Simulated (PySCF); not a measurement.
# M06-2X/STO-3G run of GeH2Cl− (SMILES [Cl][GeH2-])

Aim: the vertical singlet–triplet gap of GeH2Cl− at M06-2X/STO-3G, from 2 runs. 

Program for the calculation: PySCF 2.14.0.

12 further runs of the same task are left out: 12 set aside as unsound or not needed.

### Step 1. Starting point

GeH2Cl− has 4 atoms, charge -1, and is taken as a singlet. SMILES: `[Cl][GeH2-]`. The shape comes from GFN2-xTB, which is rough for such elements, and wasn't checked as a minimum.

Bond lengths: Cl1–Ge2 2.321 Å, Ge2–H3 1.756 Å, Ge2–H4 1.757 Å. Angles: Cl1–Ge2–H3 93.9°, Cl1–Ge2–H4 93.5°, H3–Ge2–H4 86.7°.

### Step 2. A single-point energy at M06-2X/STO-3G

Input file mol.xyz:

```xyz
4
ClGeH2
Cl    -1.566020     0.389730     1.014420
Ge     0.036260    -0.806600    -0.163840
H      0.151880     0.384060    -1.448900
H      1.377880     0.032810     0.598330
```

Input file input.py:

```python
# [Cl][GeH2-]
from pyscf import gto, dft

system = gto.M(
    atom='mol.xyz',
    max_memory=1860,
    verbose=3,
    basis='sto-3g',
    charge=-1,
)

mf = dft.RKS(system)
mf.xc = 'm06-2x'
mf.conv_tol = 1e-10
mf.grids.level = 5
mf.kernel()
if not mf.converged:
    mf = mf.newton().run(mf.mo_coeff, mf.mo_occ)

etot = mf.e_tot
print('Final energy', etot)
```

Command:

```console
$ OMP_NUM_THREADS=1 python input.py
```

The log of the run:

```text
converged SCF energy = -2509.33095713798
Final energy -2509.3309571379755
```

Wall time 4.8 s (1 thread of Intel Xeon Platinum 8488C (Sapphire Rapids), shared host); peak memory 0.24 GiB.

### Step 3. The triplet at the same level

Input file calc.py:

```python
from pyscf import gto, dft

mol = gto.M(
    atom='''
Cl    -1.566020     0.389730     1.014420
Ge     0.036260    -0.806600    -0.163840
H      0.151880     0.384060    -1.448900
H      1.377880     0.032810     0.598330
''',
    spin=2,
    basis='sto-3g',
    verbose=4,
    max_memory=1860,
    charge=-1,
)

mf = dft.UKS(mol, xc='m06-2x')
mf.conv_tol = 1e-10
mf.grids.level = 5
mf.kernel()
if not mf.converged:
    mf = mf.newton().run(mf.mo_coeff, mf.mo_occ)

energy = mf.e_tot
print(f'total energy: {energy:.8f} hartree')
```

Command:

```console
$ OMP_NUM_THREADS=1 python calc.py
```

The log of the run:

```text
PySCF version 2.14.0

[INPUT] num. atoms = 4
[INPUT] num. electrons = 52
[INPUT] charge = -1
[INPUT] spin (= nelec alpha-beta = 2S) = 2
[INPUT] symmetry False subgroup None
[INPUT] Mole.unit = angstrom
[INPUT] Symbol           X                Y                Z      unit          X                Y                Z       unit  Magmom
[INPUT]  1 Cl    -1.566020000000   0.389730000000   1.014420000000 AA   -2.959348905591   0.736482962527   1.916975975281 Bohr   0.0
[INPUT]  2 Ge     0.036260000000  -0.806600000000  -0.163840000000 AA    0.068521469277  -1.524253092074  -0.309612728249 Bohr   0.0
[INPUT]  3 H      0.151880000000   0.384060000000  -1.448900000000 AA    0.287011603799   0.725768215400  -2.738024181882 Bohr   0.0
[INPUT]  4 H      1.377880000000   0.032810000000   0.598330000000 AA    2.603815832516   0.062001914147   1.130679832111 Bohr   0.0

nuclear repulsion = 149.536647509415
number of shells = 15
number of NR pGTOs = 87
number of NR cGTOs = 29
basis = sto-3g
ecp = {}

[... 41 lines left out ...]
[... the frontier-level lines of each cycle are left out ...]
[... 11 lines left out ...]
[... 11 lines left out ...]
[... 11 lines left out ...]
[... 11 lines left out ...]
[... 11 lines left out ...]
[... 11 lines left out ...]
[... 11 lines left out ...]
[... 11 lines left out ...]
[... 5 lines left out ...]

cycle= 19 E= -2509.13138405824  delta_E= -2.07e-09  |g|= 6.58e-06  |ddm|= 0.000323


cycle= 20 E= -2509.13138405887  delta_E= -6.33e-10  |g|= 4.76e-06  |ddm|= 0.000143


cycle= 21 E= -2509.13138405929  delta_E= -4.24e-10  |g|= 2.24e-06  |ddm|= 0.000141


cycle= 22 E= -2509.13138405939  delta_E= -1.01e-10  |g|= 1.09e-06  |ddm|= 6.94e-05


cycle= 23 E= -2509.1313840594  delta_E= -9.09e-12  |g|= 5.82e-07  |ddm|= 2.3e-05


Extra cycle  E= -2509.13138405941  delta_E= -5.46e-12  |g|= 5.04e-07  |ddm|= 4.44e-06
converged SCF energy = -2509.13138405941  <S^2> = 2.002074  2S+1 = 3.0013824
total energy: -2509.13138406 hartree
```

It took 18 s on 1 thread of Intel Xeon Platinum 8488C (Sapphire Rapids), shared host; peak memory 0.26 GiB.

### Step 4. What came out

At M06-2X/STO-3G:

| quantity | value |
| --- | --- |
| singlet: total energy | -2509.33096 Eh |
| singlet: HOMO energy | 2.17 eV |
| singlet: LUMO energy | 11.92 eV |
| singlet: HOMO–LUMO gap (to an unbound level, set by the basis) | 9.74 eV |
| triplet: total energy | -2509.13138 Eh |
| triplet: HOMO energy (highest over α and β) | 7.64 eV |
| triplet: ⟨S²⟩ | 2.002 |
| vertical energy of the triplet above the singlet | 5.431 eV |

At this shape the triplet lies 5.43 eV (125 kcal/mol) above the singlet. For an anion a state so high probably lies above electron detachment. In a minimal basis such a difference can be off by several eV, whatever the method. The HOMO (singlet) lies at positive energy, 2.17 eV; only total energies tell whether the electron is bound. The HOMO (triplet) lies at positive energy, 7.64 eV; only total energies tell whether the electron is bound.
